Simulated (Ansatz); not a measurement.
Consider relaxations under a series of pressures of YTl, space group Pm-3m (Ansatz 0.2.0 through its Python package).

Input file `POSCAR_ytl`:
```text
YTl
1.0
   3.75100000    0.00000000    0.00000000
   0.00000000    3.75100000    0.00000000
   0.00000000    0.00000000    3.75100000
Y Tl
1 1
Direct
   0.50000000    0.50000000    0.50000000
   0.00000000    0.00000000    0.00000000
```

`compress_ytl.py`
```python
"""Volume and enthalpy of YTl against pressure."""

import ansatz as az
from ase.io import read
import numpy as np
import pandas as pd

def edges_and_angles(cell):
    cell = np.asarray(cell)
    a, b, c = np.linalg.norm(cell, axis=1)
    cosines = cell[1] @ cell[2] / (b * c), cell[0] @ cell[2] / (a * c), cell[0] @ cell[1] / (a * b)
    return (a, b, c, *np.degrees(np.arccos(cosines)))


def main() -> None:
    atoms = read("POSCAR_ytl", format="vasp")
    crystal = az.Crystal.from_ase(atoms)

    base = (
        crystal.calculation()
        .functional("lda")
        .pseudopotentials("paw")
        .basis(35 * az.Ry)
        .kpoints(spacing=0.2)
        .occupations("fermi_dirac", width=100 * az.meV)
    )

    # H = F + PV, with 1 GPa A^3 = 1/160.21766 eV
    rows = []
    for pressure in [0, 2, 4, 6, 8]:
        done = base.relax(cell=True, pressure=pressure).run()
        cell = done.lattice.cell_ang
        n_atoms = len(done.lattice.sites)
        volume = abs(np.linalg.det(cell)) / n_atoms
        enthalpy = done.report["free_energy_ev"] / n_atoms + pressure * volume / 160.21766
        rows.append((pressure, volume, enthalpy, *edges_and_angles(cell)))
        print(f"{pressure} GPa done: {volume:.4f} A^3/atom")

    table = pd.DataFrame(rows, columns=["P_GPa", "V_A3_atom", "H_eV_atom", "a", "b", "c", "alpha", "beta", "gamma"])
    print(table.round(4).to_string(index=False))
    p, v = np.array([row[0] for row in rows], float), np.array([row[1] for row in rows])
    print("mean bulk modulus between rows (GPa):", np.round(-np.diff(p) / np.diff(np.log(v)), 1))


if __name__ == "__main__":
    main()
```

How far does the cell shrink over this series of pressures, and what bulk modulus does the first step imply?

The volume falls from 25.22 Å³ an atom at 0 GPa to 22.96 at 8 GPa, by 8.9 %. Between 0 and 2 GPa, -V dP/dV is about 74 GPa, a mean over that step.

The output:

Output of `python compress_ytl.py`:
```text
0 GPa done: 25.2160 A^3/atom
2 GPa done: 24.5422 A^3/atom
4 GPa done: 23.9500 A^3/atom
6 GPa done: 23.4274 A^3/atom
8 GPa done: 22.9613 A^3/atom
 P_GPa  V_A3_atom  H_eV_atom      a      b      c  alpha  beta  gamma
     0    25.2160 -7446.5994 3.6946 3.6946 3.6946   90.0  90.0   90.0
     2    24.5422 -7446.2890 3.6614 3.6614 3.6614   90.0  90.0   90.0
     4    23.9500 -7445.9866 3.6317 3.6317 3.6317   90.0  90.0   90.0
     6    23.4274 -7445.6911 3.6051 3.6051 3.6051   90.0  90.0   90.0
     8    22.9613 -7445.4016 3.5810 3.5810 3.5810   90.0  90.0   90.0
mean bulk modulus between rows (GPa): [73.8 81.9 90.6 99.5]
```

Notes:
- Total energies depend on the potentials; only differences at equal settings carry meaning.
- At a fixed pressure a relaxation lowers the enthalpy F + PV, while F alone can rise.
- Spin-orbit coupling, which matters for elements this heavy, is left out.
- The starting cell is as deposited in a crystallographic database; the results hold for this polymorph, which needn't be the stable one.
- Symmetry holds the cell in this phase, whether or not it is the stable one at each pressure.
- Run time: 35 s on 1 thread of Intel(R) Xeon(R) Processor @ 2.30GHz, with other jobs on the host, peak memory 0.63 GiB.
